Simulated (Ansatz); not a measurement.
# ClGeH4: the cost of one run

Method: UKS BHLYP/def2-SVP, in Ansatz 0.2.0.

### Step 1. Starting point

Bond lengths: Ge1–H2 1.800 Å, Ge1–H3 1.550 Å, Ge1–H4 1.549 Å, Ge1–H5 1.549 Å. Angles: H2–Ge1–H3 109.5°, H2–Ge1–H4 109.5°, H2–Ge1–H5 109.5°, H3–Ge1–H4 109.5°, H3–Ge1–H5 109.5°, H4–Ge1–H5 109.5°.

Coordinates:

```xyz
6

Ge    0.0000    0.0000    0.0000
H     0.0000    0.0000    1.8000
H     1.4616    0.0000   -0.5162
H    -0.7300    1.2648   -0.5162
H    -0.7300   -1.2648   -0.5162
Cl    0.0000    0.0000    3.4700
```

### Step 2. Pulling towards end A

Springs on the bonds that form and break draw the guess towards this end; the thresholds are loose.

input.yaml reads:

```yaml
crystal:
  periodic: [false, false, false]
  atoms:
    - { symbol: Ge, position_ang: [0.0, 0.0, 0.0] }
    - { symbol: H, position_ang: [0.0, 0.0, 1.8] }
    - { symbol: H, position_ang: [1.4616, 0.0, -0.5162] }
    - { symbol: H, position_ang: [-0.73, 1.2648, -0.5162] }
    - { symbol: H, position_ang: [-0.73, -1.2648, -0.5162] }
    - { symbol: Cl, position_ang: [0.0, 0.0, 3.47] }
magnetization:
  spin_polarized: true
  initial_magnetization: 1
basis:
  gaussian: { orbitals: def2-SVP }
hamiltonian:
  xc: { name: BHLYP }
relax:
  f_tol: 0.15
  max_steps: 25
  restrain:
    - { distance: [1, 5], at: 2.57, k: 30.0 }
    - { distance: [0, 1], at: 1.55, k: 30.0 }
```

Command:

```console
$ ansatz run input.yaml --threads 2 --pin off --max-ram 3072MiB --backend cpu --events-out ev --progress --plain --runs-dir out
```

What time and memory should one allow on 2 threads of Arm Neoverse V1, shared host?

About 17 s, with a peak of 0.2 GiB.
